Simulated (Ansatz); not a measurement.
**Alloy of Si and Ge (36 of 64 Si sites exchanged), 64 atoms**

Aim: relax the alloy cell and compare the gap by PBEsol and HSE06.

All numbers are computed with Ansatz 0.2.0 (PAW, plane waves).

### 1 The starting cell

64 atoms (36 Ge, 28 Si); a = 11.138 Å, b = 11.138 Å, c = 11.138 Å, α = 90.00°, β = 90.00°, γ = 90.00°. All atoms were shaken off their sites by about 0.02 Å along each axis.

The runs, in order: (2) PBEsol cell relaxation at the single k point (½, ½, ½), on 1 × NVIDIA GB300 Max-Q with 8 threads of Arm Neoverse-V2; (3) HSE06 single point at the Γ point alone, on 1 × NVIDIA GB300 Max-Q with 8 threads of Arm Neoverse-V2.

### 2 Relaxing cell and atoms with PBEsol

Contents of in.yaml:

```yaml
crystal:
  lattice:
    - [11.137518, 0.000000, 0.000000]
    - [0.000000, 11.137518, 0.000000]
    - [0.000000, 0.000000, 11.137518]
  atoms:
    - { symbol: Ge, position: [0.002047, 0.001999, 0.001095] }
    - { symbol: Ge, position: [0.000426, 0.498575, 0.000425] }
    - { symbol: Ge, position: [0.498761, 0.999862, 0.000717] }
    - { symbol: Ge, position: [0.498508, 0.997317, 0.498912] }
    - { symbol: Ge, position: [0.500977, 0.496067, 0.997825] }
    - { symbol: Ge, position: [0.495709, 0.498940, 0.498937] }
    - { symbol: Ge, position: [0.125828, 0.123136, 0.126678] }
    - { symbol: Ge, position: [0.123495, 0.124039, 0.623889] }
    - { symbol: Ge, position: [0.123980, 0.624223, 0.125484] }
    - { symbol: Ge, position: [0.128094, 0.624287, 0.629156] }
    - { symbol: Ge, position: [0.626528, 0.620949, 0.123605] }
    - { symbol: Ge, position: [0.249162, 0.751709, 0.000705] }
    - { symbol: Ge, position: [0.749648, 0.250669, 0.005011] }
    - { symbol: Ge, position: [0.751983, 0.749695, 0.497980] }
    - { symbol: Ge, position: [0.372861, 0.375706, 0.125383] }
    - { symbol: Ge, position: [0.376329, 0.373113, 0.623333] }
    - { symbol: Ge, position: [0.373952, 0.877445, 0.123067] }
    - { symbol: Ge, position: [0.375634, 0.874755, 0.624961] }
    - { symbol: Ge, position: [0.873339, 0.377461, 0.129422] }
    - { symbol: Ge, position: [0.877943, 0.874223, 0.128491] }
    - { symbol: Ge, position: [0.876624, 0.876622, 0.620707] }
    - { symbol: Ge, position: [0.250557, 0.003105, 0.250949] }
    - { symbol: Ge, position: [0.248696, 0.000042, 0.751827] }
    - { symbol: Ge, position: [0.249418, 0.503465, 0.252362] }
    - { symbol: Ge, position: [0.377619, 0.123823, 0.372576] }
    - { symbol: Ge, position: [0.374819, 0.625413, 0.373969] }
    - { symbol: Ge, position: [0.874048, 0.627836, 0.374336] }
    - { symbol: Ge, position: [0.000343, 0.252457, 0.750697] }
    - { symbol: Ge, position: [0.998566, 0.747394, 0.249441] }
    - { symbol: Ge, position: [0.500385, 0.251041, 0.247636] }
    - { symbol: Ge, position: [0.503926, 0.749574, 0.751033] }
    - { symbol: Ge, position: [0.124377, 0.373220, 0.374815] }
    - { symbol: Ge, position: [0.129564, 0.871815, 0.378720] }
    - { symbol: Ge, position: [0.622875, 0.372436, 0.374171] }
    - { symbol: Ge, position: [0.626098, 0.875338, 0.375737] }
    - { symbol: Ge, position: [0.626857, 0.875820, 0.872203] }
    - { symbol: Si, position: [0.000820, 0.000691, 0.502415] }
    - { symbol: Si, position: [0.000436, 0.499011, 0.501428] }
    - { symbol: Si, position: [0.627239, 0.126156, 0.124253] }
    - { symbol: Si, position: [0.623796, 0.122292, 0.623784] }
    - { symbol: Si, position: [0.622975, 0.624957, 0.623607] }
    - { symbol: Si, position: [0.249459, 0.249099, 0.001605] }
    - { symbol: Si, position: [0.249808, 0.250838, 0.501378] }
    - { symbol: Si, position: [0.249822, 0.747736, 0.499039] }
    - { symbol: Si, position: [0.751031, 0.249441, 0.504679] }
    - { symbol: Si, position: [0.746551, 0.748646, 0.001411] }
    - { symbol: Si, position: [0.875779, 0.376256, 0.627663] }
    - { symbol: Si, position: [0.250506, 0.499245, 0.749837] }
    - { symbol: Si, position: [0.752077, 0.001623, 0.245478] }
    - { symbol: Si, position: [0.751320, 0.001008, 0.751862] }
    - { symbol: Si, position: [0.750286, 0.501580, 0.247261] }
    - { symbol: Si, position: [0.749206, 0.502274, 0.749522] }
    - { symbol: Si, position: [0.373061, 0.128231, 0.874968] }
    - { symbol: Si, position: [0.373419, 0.626264, 0.875192] }
    - { symbol: Si, position: [0.875034, 0.123382, 0.373801] }
    - { symbol: Si, position: [0.875117, 0.122388, 0.874874] }
    - { symbol: Si, position: [0.874268, 0.625324, 0.872966] }
    - { symbol: Si, position: [0.997471, 0.247353, 0.249503] }
    - { symbol: Si, position: [0.000284, 0.752308, 0.749487] }
    - { symbol: Si, position: [0.499363, 0.250367, 0.749658] }
    - { symbol: Si, position: [0.499271, 0.748314, 0.248501] }
    - { symbol: Si, position: [0.123942, 0.374839, 0.874589] }
    - { symbol: Si, position: [0.126034, 0.873546, 0.875642] }
    - { symbol: Si, position: [0.624949, 0.373880, 0.875976] }
kpoints:
  mp_grid: { grid: [1, 1, 1], shift: [0.5, 0.5, 0.5] }
hamiltonian:
  xc: pbesol
scf:
  occupations: { method: fermi_dirac, width: 0.01 }
relax:
  f_tol: 0.03
  max_steps: 80
  escape_saddle: false
  adjacent_minimum: "off"
  cell: { fix: [shape] }
output:
  forces: true
  eigenvalues: true
  populations: true
```

On the command line:

```
ansatz run in.yaml --threads 8 --pin off --max-ram 118750MiB --runs-dir r --events-out ev --progress --plain --backend cuda --devices 0,
```

The runs that follow: HSE06 single point.

What does the calculation give? Wanted: for each run, top filled to lowest empty.

The runs gave:

| level | time | k points | top filled to lowest empty (eV) |
| --- | --- | --- | --- |
| PBEsol, relaxation | 5 s (GPU) | (½, ½, ½) | 1.63 |
| HSE06 | 31 s (GPU) | Γ | 1.12 |

```
     quantity                                                                         value
   relaxation                                              4 recorded steps, 1.00 eV gained
largest shift                                                0.09 Å (Ge27 and others alike)
 relaxed cell  a = 11.124 Å, b = 11.124 Å, c = 11.124 Å, α = 90.00°, β = 90.00°, γ = 90.00°
   mean bonds                                       Ge–Ge 2.443, Ge–Si 2.402, Si–Si 2.371 Å
```

**In words.** Relaxation gains 1.00 eV, with shifts up to 0.09 Å (Ge27 and others alike), while the volume changes by -0.4 %. The mean lengths of the listed bonds run from Si–Si 2.37 Å to Ge–Ge 2.44 Å. The relaxation ran on other k points, so part of any difference from the later rows can come from the mesh. No spin–orbit coupling is included; with elements this heavy it would shift the edges. With one k point the spacing samples only the states that fold onto it, so it can exceed the gap over the zone.
